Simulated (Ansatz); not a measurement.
# SnC2: the cost of one run

Program: Ansatz 0.2.0. Level of theory: DFT PBEsol, scalar-relativistic, plane waves, PAW. These are calculated values, not measurements.

1 further run of the same task is left out (set aside as unsound or not needed).

### 1 The system as given

Symmetry: I4/mmm, No. 139, tetragonal system. The conventional cell has a = 3.986 Å, b = 3.986 Å, c = 6.521 Å, α = 90.00°, β = 90.00°, γ = 90.00°. Sn (site symmetry 4/mmm) has 10 C at 2.63 to 2.89 Å as nearest neighbours. C (site symmetry 4mm) has 1 C at 1.27 Å as nearest neighbours.

Structure file:

```
Sn C
1.0
    -1.99282    1.99282    3.26065
     1.99282   -1.99282    3.26065
     1.99282    1.99282   -3.26065
Sn C
1 2
Direct
  0.00000 0.00000 0.00000
  0.59736 0.59736 0.00000
  0.40264 0.40264 0.00000
```

The cell was made up by rule, so the compound may not exist in this form.

This cell was relaxed beforehand with the same method: volume 17.27 Å³/atom, gap on the mesh 0.42 eV.

It is a trial structure (swap of Ca by Sn in CaC2), so another structure or a mixture of phases may lie lower.

### 2 The cell under 14 GPa

What is minimised here is the enthalpy; the energy can go up as the cell is squeezed.

File input.yaml:

```yaml
crystal:
  lattice:
    - [-1.9928229658, 1.9928229658, 3.2606461917]
    - [1.9928229658, -1.9928229658, 3.2606461917]
    - [1.9928229658, 1.9928229658, -3.2606461917]
  atoms:
    - { symbol: Sn, position: [0.0, 0.0, 0.0] }
    - { symbol: C, position: [0.5973586011, 0.5973586011, 0.0] }
    - { symbol: C, position: [0.4026413989, 0.4026413989, 0.0] }
basis:
  ecutwfc: 420
kpoints:
  mp_grid: { grid: [12, 12, 12] }
hamiltonian:
  xc: pbesol
scf:
  occupations: { method: fixed }
output:
  forces: true
  stress: true
  eigenvalues: true
relax:
  adjacent_minimum: "off"
  f_tol: 0.001
  max_steps: 60
  cell: { stress_tol: 0.02, p_target: 14.0 }
```

Q: Estimate wall time and peak memory on 1 thread of an Arm CPU, shared host.

About 51 s, with a peak of 0.38 GiB.
